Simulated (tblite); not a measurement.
# C3H4Al2Cl3F: the cost of one run

Computed with tblite 0.8.0 and PySCF 2.14.0, with density-fitted response routines of our own, on a single molecule in the gas phase. Atoms are numbered from 0 throughout.

## 1. The molecule as given

13 atoms, charge 0, multiplicity 1; geometry from: force field or distance geometry start.

Bonds of the start (Å): C0–C1 1.47, C1–C2 1.21, C2–Al3 1.94, Al3–Cl4 2.24, Cl4–Al5 2.23, Al5–F6 1.78, Al5–Cl7 2.22, Al5–Cl8 2.23, Cl8–Al3 2.20, C0–H9 1.12, C0–H10 1.10, C0–H11 1.10, Al3–H12 1.57.

## 2. Optimising the geometry with GFN2-xTB

Job settings and geometry (Å):

```
{"job": {"kind": "relax", "xc": "GFN2-xTB", "basis": "xTB"}, "charge": 0, "multiplicity": 1}
C      2.254500     2.112200     0.387300
C      1.533400     0.874700     0.057800
C      0.965100    -0.165000    -0.173000
Al     0.035900    -1.828000    -0.555800
Cl    -1.423800    -2.365100     1.061200
Al    -2.842800    -1.007400     0.007900
F     -4.536800    -1.560700    -0.044500
Cl    -2.530800     1.125000     0.544200
Cl    -1.704900    -1.478400    -1.849900
H      1.763900     2.590700     1.277200
H      3.301600     1.941800     0.682100
H      2.212100     2.798000    -0.469900
H      0.968100    -3.037200    -0.942200
```

Command:

```sh
OMP_NUM_THREADS=1 python probes_run.py task.json out
```

One launch serves the whole session: the jobs run in the order shown.

Q: Estimate the wall time and peak memory of this first job on 1 thread of Arm Neoverse N1, shared host.

About 2 s, with a peak of 0.18 GiB.
